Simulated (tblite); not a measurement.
# C2H12OSi3: the cost of one run

Programs: tblite 0.8.0 and PySCF 2.14.0, with density-fitted response routines of our own. Each step states its level of theory. These are calculated values for one molecule in the gas phase, unless marked as measured. Atoms count from 0, in the outputs and in this text.

## (1) Starting geometry

18 atoms, charge 0, multiplicity 1; geometry from: force field or distance geometry start.

Bonds of the start (Å): Si0–O1 1.68, O1–C2 1.41, C2–C3 1.54, C3–Si4 1.89, C3–Si5 1.87, Si0–H6 1.48, Si0–H7 1.47, Si0–H8 1.48, C2–H9 1.10, C2–H10 1.10, C3–H11 1.09, Si4–H12 1.48, Si4–H13 1.48, Si4–H14 1.48, Si5–H15 1.48, Si5–H16 1.48, Si5–H17 1.48.

## (2) Relaxing the molecule with GFN2-xTB

What the job is given:

```
{"job": {"kind": "relax", "xc": "GFN2-xTB", "basis": "xTB"}, "charge": 0, "multiplicity": 1}
Si     3.168700    -0.259600     0.088000
O      1.598700     0.119100     0.540000
C      0.586700     0.115400    -0.438500
C     -0.752300     0.483100     0.229300
Si    -1.514600    -0.914300     1.249400
Si    -2.119200     0.924700    -0.964800
H      4.058400    -0.194100     1.262900
H      3.180400    -1.614000    -0.492900
H      3.606900     0.713100    -0.938100
H      0.521200    -0.859200    -0.939600
H      0.823200     0.876100    -1.199200
H     -0.589900     1.318500     0.917400
H     -0.594300    -1.343000     2.329700
H     -2.773400    -0.483200     1.891100
H     -1.787700    -2.085700     0.384600
H     -1.661100     2.066200    -1.784300
H     -2.403400    -0.198600    -1.881100
H     -3.357000     1.341700    -0.265400
```

On the command line:

```bash
> OMP_NUM_THREADS=1 python probes_run.py task.json out
```

The driver reads the jobs from task.json and runs them one after another.

Q: Estimate the wall time of this first job on 1 thread of Arm Neoverse N1, shared host.

About 1.8 s.
